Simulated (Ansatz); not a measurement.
# CHBF3N: the cost of one run

Method: the levels named in each step, in Ansatz 0.2.0.

## (1) Starting point

Bond lengths: C1–N2 1.138 Å, F3–B4 1.299 Å, B4–F5 1.298 Å, B4–F6 1.304 Å, C1–H7 1.058 Å. Angles: N2–C1–H7 179.5°, F3–B4–F5 120.6°, F3–B4–F6 119.7°, F5–B4–F6 119.7°.

Structure file:

```xyz
7

C     0.4401    0.0259   -2.5802
N    -0.2207    0.9371   -2.7484
F    -1.2933   -0.5177    1.2375
B    -0.0521   -0.1798    1.0594
F     0.4503    0.8429    1.6818
F     0.7014   -0.8865    0.2634
H     1.0510   -0.8222   -2.4151
```

## (2) A rough first relaxation, PBE-D4/def2-SVP

Input file input.yaml:

```yaml
crystal:
  periodic: [false, false, false]
  atoms:
    - { symbol: C, position_ang: [0.44006, 0.02587, -2.58018] }
    - { symbol: "N", position_ang: [-0.22069, 0.93708, -2.74837] }
    - { symbol: F, position_ang: [-1.29328, -0.51771, 1.23754] }
    - { symbol: B, position_ang: [-0.05212, -0.1798, 1.05935] }
    - { symbol: F, position_ang: [0.45033, 0.84288, 1.68183] }
    - { symbol: F, position_ang: [0.70135, -0.88646, 0.26337] }
    - { symbol: H, position_ang: [1.051, -0.82224, -2.41506] }
basis:
  gaussian: { orbitals: def2-SVP }
hamiltonian:
  xc: pbe
  dispersion: d4
relax:
  f_tol: 0.03
  max_steps: 200
```

The run is started by

```bash
> ansatz run input.yaml --threads 4 --pin off --max-ram 10240MiB --backend cpu --events-out ev --progress --plain --runs-dir out
```

Q: Estimate wall time and peak memory on 4 threads of Intel Xeon Platinum 8375C at 2.90GHz (Ice Lake), shared host.

About 15 s, with a peak of 0.17 GiB.
